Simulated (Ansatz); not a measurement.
# SbS: the cost of one run

Computed with Ansatz 0.2.0 (DFT PBE, scalar-relativistic, plane waves, PAW, unless a step's input says otherwise).

1 further run of the same task is left out (it didn't finish).

**1. Starting point**

The structure is cubic, space group Pm-3m (No. 221). The conventional cell has a = 3.957 Å, b = 3.957 Å, c = 3.957 Å, α = 90.00°, β = 90.00°, γ = 90.00°. Sb (site symmetry m-3m) has 8 S at 3.43 Å as nearest neighbours. S (site symmetry m-3m) is surrounded by 8 Sb at 3.43 Å.

As a file:

```cif
data_structure
_symmetry_space_group_name_H-M 'P 1'
_symmetry_Int_Tables_number 1
_cell_length_a 3.9574
_cell_length_b 3.9574
_cell_length_c 3.9574
_cell_angle_alpha 90.000
_cell_angle_beta 90.000
_cell_angle_gamma 90.000
_cell_volume 61.98
loop_
_atom_site_label
_atom_site_type_symbol
_atom_site_fract_x
_atom_site_fract_y
_atom_site_fract_z
_atom_site_occupancy
Sb1 Sb 0.50000 0.50000 0.50000 1
S1 S 0.00000 0.00000 0.00000 1
```

Recipe of the guess: random cell by space group and Wyckoff sites (Pm-3m, No. 221). Lengths come from tabulated atomic sizes and are only a guess.

**2. A first look at the guess**

input.yaml reads:

```yaml
crystal:
  lattice:
    - [3.95739321, 0.0, 0.0]
    - [0.0, 3.95739321, 0.0]
    - [0.0, 0.0, 3.95739321]
  atoms:
    - { symbol: Sb, position: [0.5, 0.5, 0.5] }
    - { symbol: S, position: [0.0, 0.0, 0.0] }
basis:
  ecutwfc: 420
kpoints:
  mp_grid: { grid: [4, 4, 4] }
hamiltonian:
  xc: pbe
scf:
  occupations: { method: gaussian, width: 0.1 }
  lower_state_search: "off"
output:
  forces: true
  stress: true
  eigenvalues: true
```

Launch:

```bash
> ansatz run input.yaml --threads 1 --pin off --max-ram 2560MiB --backend cpu --events-out ev --progress --plain --runs-dir out
```

**Question.** How long does this run take on 1 thread of AMD EPYC (Zen 3), shared host, and how much memory does it need?

About 1.6 s, with a peak of 0.31 GiB.
